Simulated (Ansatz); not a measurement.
# Ag (fcc type): how the settings move a single-point run

Aim: see which settings change the result for Ag (fcc type), by how much, and at what cost.

Program: Ansatz 0.2.0. Level of theory: reference: DFT, PBE, all-electron LAPW, scalar-relativistic. These are calculated values, not measurements.

**1. The system as given**

The structure is cubic, space group Fm-3m (No. 225). Conventional cell: a = 4.148 Å, b = 4.148 Å, c = 4.148 Å, α = 90.00°, β = 90.00°, γ = 90.00°. Around Ag (site symmetry m-3m) lie 12 Ag at 2.93 Å.

Coordinates:

```cif
data_structure
_symmetry_space_group_name_H-M 'Fm-3m'
_symmetry_Int_Tables_number 225
_cell_length_a 4.1480
_cell_length_b 4.1480
_cell_length_c 4.1480
_cell_angle_alpha 90.000
_cell_angle_beta 90.000
_cell_angle_gamma 90.000
_cell_volume 71.37
loop_
_atom_site_label
_atom_site_type_symbol
_atom_site_symmetry_multiplicity
_atom_site_Wyckoff_symbol
_atom_site_fract_x
_atom_site_fract_y
_atom_site_fract_z
_atom_site_occupancy
Ag1 Ag 4 a 0.00000 0.00000 0.00000 1
```

**2. Baseline**

The input, input.yaml:

```yaml
crystal:
  lattice:
    - [2.073990023, 2.073990023, 0.0]
    - [-2.073990023, 2.073990023, 0.0]
    - [0.0, 0.0, 4.1479800459]
  atoms:
    - { symbol: Ag, position: [0.0, 0.0, 0.0] }
    - { symbol: Ag, position: [0.5, 0.5, 0.5] }
kpoints:
  mp_grid: { grid: [12, 12, 9] }
scf:
  occupations: { method: fermi_dirac, width: 0.1 }
hamiltonian:
  xc: pbe
  pseudopotentials: { kind: all_electron, lapw: { basis_error: 0.001 } }
output:
  forces: true
  stress: true
  eigenvalues: true
```

The run is started by

```
$ ansatz run input.yaml --threads 2 --pin off --max-ram 4096MiB --backend cpu --events-out ev --progress --plain --runs-dir out
```

**3. Changed: occupations.method cold, occupations.width 0.005, mixing.algorithm msr1, mixing.beta 0.1, mixing.ndim 4, n_extra_bands 1**

input.yaml: that of step 2 with these lines changed.

```diff
@@ -11,3 +11,5 @@
 scf:
-  occupations: { method: fermi_dirac, width: 0.1 }
+  occupations: { method: cold, width: 0.005 }
+  mixing: { algorithm: msr1, beta: 0.1, ndim: 4 }
+  n_extra_bands: 1
 hamiltonian:
```

Q: Predict the outcome of this session. Wanted: for each run, ending; energy change; pressure; gap; force.

As calculated:

| run | ending | energy change | pressure (GPa) | gap (eV) | force (eV/Å) | cycles | time |
| --- | --- | --- | --- | --- | --- | --- | --- |
| reference | converged | 0 | 0.1 | 0.00 | 0.00 | 8 | 7.6 s |
| 1: occupations.method cold, occupations.width 0.005, mixing.algorithm msr1, mixing.beta 0.1, mixing.ndim 4, n_extra_bands 1 | converged | +0.9 meV/atom (σ→0) | 0.1 | 0.00 | 0.00 | 10 | 7.8 s |

Residual by cycle in the longest SCF loop of each run; runs are numbered as in the table. The quantity is the density residual dr2, in eV.

| cycle | reference | run 1 |
| --- | --- | --- |
| 1 | 0.0731 | 0.0729 |
| 2 | 0.00315 | 0.0507 |
| 3 | 0.00807 | 0.00994 |
| 4 | 0.00188 | 0.00276 |
| 5 | 1.3e-4 | 7.0e-4 |
| 6 | 2.7e-6 | 3.1e-5 |
| 7 | 1.3e-7 | 9.7e-7 |
| 8 | 5.6e-9 | 1.2e-7 |
| 9 | - | 2.6e-8 |
| 10 | - | 6.4e-9 |

Changing the smearing, mixing and band count moves the energy by +0.9 meV/atom (σ→0 values). Cost: 10 SCF cycles against 8.
